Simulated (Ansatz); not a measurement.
**C2H9AlFP: how energies converge with the basis set**

How large a basis does C2H9AlFP need? Two functionals are run in growing sets.

Program: Ansatz 0.2.0, Gaussian basis. Level of theory: one geometry, several basis sets. These are calculated values, not measurements.

Levels to be run: PBE0-D4/def2-SVP; ωB97M-V/def2-SVP; PBE0-D4/def2-QZVPP; ωB97M-V/def2-QZVPP; the functionals' def2-TZVPP values are taken from earlier runs.

## 1. Structure used throughout

All runs share one geometry, relaxed beforehand with PBE0-D4 in a triple-zeta def2 set.

SMILES `[CH3][Al-]([CH3])([F])[PH3+]`, 14 atoms, charge 0, spin multiplicity 1.

Atoms are counted from 1 here; the program's logs count them from 0.

Bond lengths: C1–Al2 1.959 Å, C1–H6 1.096 Å, C1–H7 1.094 Å, C1–H8 1.095 Å, Al2–C3 1.959 Å, Al2–F4 1.680 Å, Al2–P5 2.595 Å, C3–H9 1.094 Å, C3–H10 1.095 Å, C3–H11 1.096 Å, P5–H12 1.410 Å, P5–H13 1.410 Å, P5–H14 1.411 Å. Angles: Al2–C1–H6 110.5°, Al2–C1–H7 112.6°, Al2–C1–H8 112.2°, H6–C1–H7 106.8°, H6–C1–H8 106.6°, H7–C1–H8 107.8°, C1–Al2–C3 122.3°, C1–Al2–F4 116.1°, C1–Al2–P5 100.7°, C3–Al2–F4 116.1°, C3–Al2–P5 100.7°, F4–Al2–P5 91.6°, Al2–C3–H9 112.6°, Al2–C3–H10 112.2°, Al2–C3–H11 110.5°, H9–C3–H10 107.8°, H9–C3–H11 106.8°, H10–C3–H11 106.6° and more.

## 2. PBE0-D4 in def2-SVP

in.yaml

```yaml
crystal:
  periodic: [false, false, false]
  atoms:
    - {symbol: C, position_ang: [-1.597996, 1.181696, -0.420413]}
    - {symbol: Al, position_ang: [0.260083, 0.733933, 0.008005]}
    - {symbol: C, position_ang: [0.840470, 0.298907, 1.827481]}
    - {symbol: F, position_ang: [1.429949, 1.389316, -1.003921]}
    - {symbol: P, position_ang: [0.469797, -1.588166, -1.132222]}
    - {symbol: H, position_ang: [-1.855547, 2.170460, -0.024668]}
    - {symbol: H, position_ang: [-1.784916, 1.213943, -1.497818]}
    - {symbol: H, position_ang: [-2.306468, 0.473492, 0.022021]}
    - {symbol: H, position_ang: [1.857035, -0.104027, 1.859387]}
    - {symbol: H, position_ang: [0.176924, -0.425911, 2.310777]}
    - {symbol: H, position_ang: [0.835537, 1.195858, 2.456806]}
    - {symbol: H, position_ang: [1.737929, -2.204203, -1.124868]}
    - {symbol: H, position_ang: [0.220058, -1.660218, -2.517923]}
    - {symbol: H, position_ang: [-0.295856, -2.704181, -0.733845]}
basis:
  gaussian: {orbitals: def2-SVP}
hamiltonian: {xc: pbe0, dispersion: d4}
output: {orbitals: {seedname: orbitals}}
```

Started as:

```
$ ansatz run in.yaml --threads 4 --pin off --events-out ev --progress --plain --max-ram 10444MiB
```

After this run come: ωB97M-V in def2-SVP; PBE0-D4 in def2-QZVPP; ωB97M-V in def2-QZVPP.

Q: Predict the results of all the runs planned. Wanted: PBE0-D4: double and triple zeta above quadruple; ωB97M-V: double and triple zeta above quadruple.

As calculated:

| quantity | value |
| --- | --- |
| PBE0-D4: double and triple zeta above quadruple | 12.25, 0.80 eV |
| ωB97M-V: double and triple zeta above quadruple | 12.46, 0.76 eV |

What this shows: For PBE0-D4 the step from double to triple zeta gains 11.44 eV and the next only 0.80 eV. Total energies overstate the basis error of differences, where much of it tends to cancel. The LUMO of ωB97M-V is positive and keeps falling with the basis (2.05 to 1.02 eV): an unbound level that the basis holds in place.
